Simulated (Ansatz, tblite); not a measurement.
# The cluster B5H3: charged states by level of theory

One table from this session's results is given with a row withheld; the runs are named, their logs left out.

Program: Ansatz 0.2.0, Gaussian basis. Level of theory: as each input shows. These are calculated values, not measurements.

Levels to be run: charge +1 doublet, at the geometry of the singlet (PBE0-D4/def2-TZVP, PBE-D4/def2-TZVP, r2SCAN-D4/def2-TZVP, CCSD(T)/def2-TZVPP); charge -1 doublet, at the geometry of the singlet (PBE0-D4/def2-TZVPD, PBE-D4/def2-TZVPD, r2SCAN-D4/def2-TZVPD); the starting singlet's energies come from earlier runs.

1 further run of the same task is left out (set aside as unsound or not needed).

**The relaxed structure**

The singlet was relaxed beforehand with PBE-D4/def2-SVP. At that level it is the lowest of the isomers that a small search found.

8 atoms, charge 0, spin multiplicity 1.

Atoms are counted from 1 here; the program's logs count them from 0.

Bond lengths: B1–B2 1.714 Å, B1–B3 1.717 Å, B1–B4 1.700 Å, B1–B5 1.549 Å, B2–B4 1.607 Å, B2–B5 1.821 Å, B2–H8 1.207 Å, B3–B4 1.572 Å, B3–H6 1.201 Å, B5–H7 1.200 Å. Angles: B2–B1–B3 110.9°, B2–B1–B4 56.2°, B2–B1–B5 67.6°, B3–B1–B4 54.8°, B3–B1–B5 178.5°, B4–B1–B5 123.8°, B1–B2–B4 61.5°, B1–B2–B5 51.9°, B1–B2–H8 159.3°, B4–B2–B5 113.3°, B4–B2–H8 139.2°, B5–B2–H8 107.5°, B1–B3–B4 62.1°, B1–B3–H6 133.5°, B4–B3–H6 164.4°, B1–B4–B2 62.4°, B1–B4–B3 63.2°, B2–B4–B3 125.5° and more.

Set-up of the first run:

Contents of in.yaml:

```yaml
crystal:
  periodic: [false, false, false]
  atoms:
    - {symbol: B, position_ang: [-0.262262, 0.504648, -0.141950]}
    - {symbol: B, position_ang: [0.366065, -0.973642, 0.457154]}
    - {symbol: B, position_ang: [0.506779, 0.946459, -1.612223]}
    - {symbol: B, position_ang: [0.958863, -0.388816, -0.917685]}
    - {symbol: B, position_ang: [-0.931228, 0.075051, 1.187669]}
    - {symbol: H, position_ang: [0.385773, 1.877755, -2.361503]}
    - {symbol: H, position_ang: [-1.540096, -0.117028, 2.203518]}
    - {symbol: H, position_ang: [0.516106, -1.924417, 1.185020]}
basis:
  gaussian: {orbitals: def2-SVP}
total_charge: 1
magnetization: {spin_polarized: true, initial_magnetization: 1}
hamiltonian: {xc: pbe0, dispersion: d4}
output: {orbitals: {seedname: orbitals}}
```

On the command line:

```console
> ansatz run in.yaml --threads 4 --pin off --events-out ev --progress --plain --max-ram 3916MiB
```

Among the steps run: Charge +1 doublet at the fixed geometry, first pass, PBE0-D4/def2-SVP; Charge +1 doublet at the fixed geometry, PBE0-D4/def2-TZVP; Charge +1 doublet at the fixed geometry, PBE-D4/def2-TZVP; Charge +1 doublet at the fixed geometry, r2SCAN-D4/def2-TZVP; Charge +1 doublet at the fixed geometry, CCSD(T)/def2-TZVPP.

One of the session's tables, all rows but one given; the rest of the session is left out.

It belongs to the step «Vertical ionisation energy». 

| method | vertical ionisation energy (eV) |
| --- | --- |
| HF/def2-TZVPP | 8.18 |
| PBE-D4/def2-TZVP | 9.33 |
| r2SCAN-D4/def2-TZVP | 9.28 |
| PBE0-D4/def2-TZVP | 9.37 |
| MP2/def2-TZVPP | 9.64 |
| CCSD/def2-TZVPP | ? |
| CCSD(T)/def2-TZVPP | 9.43 |

Q: Estimate the row for CCSD/def2-TZVPP from the others.

**Answer.** vertical ionisation energy (eV): 9.32. In the column «vertical ionisation energy (eV)» it lies between r2SCAN-D4/def2-TZVP (9.28) and PBE-D4/def2-TZVP (9.33).

Limits of these values: The anion's highest level is positive in at least one run, so there the basis alone may hold the extra electron.
